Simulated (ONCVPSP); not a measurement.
**Holmium: generating and testing an ONCV potential**

Do these settings give a usable potential? It is generated, then checked for transferability, scattering, ghosts and hardness.

Method: ONCVPSP 4.0.1, Wu-Cohen, scalar-relativistic.

## 1. The atom and the settings

The settings as typed:

```json
{
  "element": "holmium (Ho, Z = 67)",
  "type": "optimised norm-conserving Vanderbilt (ONCV)",
  "frozen core": "[Kr] 4d10",
  "valence charge": "21",
  "reference configuration": "4f11 5s2 5p6 6s2",
  "partial waves": "5s+6s: rc 1.95 bohr, ncon 4, nbas 7, qcut 7.4 1/bohr, 2 projectors; 5p: rc 2.25 bohr, ncon 4, nbas 7, qcut 7.6 1/bohr, 1 projector; d scattering state at 0.03 Ha: rc 2.00 bohr, ncon 4, nbas 7, qcut 5 1/bohr, 1 projector; 4f: rc 1.10 bohr, ncon 4, nbas 8, qcut 18.5 1/bohr, 2 projectors, debl 2.4 Ha",
  "local potential": "polynomial inside 1.00 bohr (lpopt 5, dvloc0 0 Ha)",
  "core correction": "Teter function, fcfact 4, rcfact 1.75"
}
```

The outer shells as boxes (Hund's rule for the drawing; the calculation is spin-unpolarised):

```
[Kr] core
4d [↑↓][↑↓][↑↓][↑↓][↑↓]
4f [↑↓][↑↓][↑↓][↑↓][↑ ][↑ ][↑ ]
5s [↑↓]
5p [↑↓][↑↓][↑↓]
6s [↑↓]
```

The nodes and maxima of the atom's own shells, from an earlier all-electron run, set the scale for the radii.

All-electron outer shells of the reference configuration (Wu-Cohen, scalar-relativistic, ld1.x):

```tsv
shell	level (eV)	outermost node (bohr)	outermost maximum (bohr)
5s	-50.40	0.61	1.13
5p	-25.89	0.66	1.29
6s	-3.81	1.54	3.43
4f	-3.17	–	0.53
6p	-1.11	1.90	4.69
5d	-1.06	0.75	2.11
```

## 2. Generating the potential

Input file Ho.dat:

```
# ATOM AND REFERENCE CONFIGURATION
# atsym  z   nc   nv     iexc    psfile
  Ho 67.00    9    4  -118130      upf
#
#   n    l    f
    1    0    2.00
    2    0    2.00
    2    1    6.00
    3    0    2.00
    3    1    6.00
    3    2   10.00
    4    0    2.00
    4    1    6.00
    4    2   10.00
    4    3   11.00
    5    0    2.00
    5    1    6.00
    6    0    2.00
#
# PSEUDOPOTENTIAL AND OPTIMIZATION
# lmax
    3
#
#   l,   rc,      ep,       ncon, nbas, qcut
    0    1.95    0.00    4    7    7.40
    1    2.25    0.00    4    7    7.60
    2    2.00    0.03    4    7    5.00
    3    1.10    0.00    4    8   18.50
#
# LOCAL POTENTIAL
# lloc, lpopt,  rc(5),   dvloc0
    4    5    1.00    0.00
#
# VANDERBILT-KLEINMAN-BYLANDER PROJECTORs
# l, nproj, debl
    0    2    2.70
    1    1    4.00
    2    1    0.50
    3    2    2.40
#
# MODEL CORE CHARGE
# icmod, fcfact, rcfact
    3    4.00    1.75
#
# LOG DERIVATIVE ANALYSIS
# epsh1, epsh2, depsh
   -3.00    5.00    0.02
#
# OUTPUT GRID
# rlmax, drl
    6.00    0.01
#
# TEST CONFIGURATIONS
# ncnf
    4
# nvcnf
#   n    l    f
    4
    4    3   11.00
    5    0    2.00
    5    1    6.00
    6    0    1.00
#
    4
    4    3   11.00
    5    0    2.00
    5    1    6.00
    6    0    0.00
#
    4
    4    3   10.00
    5    0    2.00
    5    1    6.00
    6    0    0.00
#
    5
    4    3   11.00
    5    0    2.00
    5    1    6.00
    6    0    0.00
    6    1    2.00
#
```

On the command line:

```
$ oncvpsp.x < Ho.dat > Ho.out
```

What does the calculation give? Wanted: cutoffs for 1 and 0.1 mHa per electron, occupied waves; bound ghosts; GHOST(+) flags; largest phase difference near zero energy, channels read; rms error of d²Exc/dn², without and with the model core; projector energies reset by the program.

**Answer**, as computed:

| quantity | value |
| --- | --- |
| cutoffs for 1 and 0.1 mHa per electron, occupied waves | 127 Ha and 144 Ha |
| bound ghosts | s at -134.42 eV |
| GHOST(+) flags | p at 4 eV |
| largest phase difference near zero energy, channels read | 2.950 rad |
| rms error of d²Exc/dn², without and with the model core | 5.67 and 3.23 mHa |
| projector energies reset by the program | d: 0.050 Ha |

What this shows: A bound ghost (s) makes it unfit for use: electrons can fall into a state that the atom doesn't have. It counts as very hard, with 127 Ha needed at the looser tolerance. At the looser tolerance the 4f wave is the slowest; 5s needs 17 Ha. Of the channels read, p scatters worst near zero energy, by up to 2.95 rad. A step near π is an extra or missing state, not a misfit of shape. The pseudo curves have a pole with no partner nearby in the atom's: p at 0.16 Ha. At positive energy that is a spurious or a displaced resonance. The program also flags highly localised states, GHOST(+) (p). These are tests on the free atom; a crystal test is still owed.
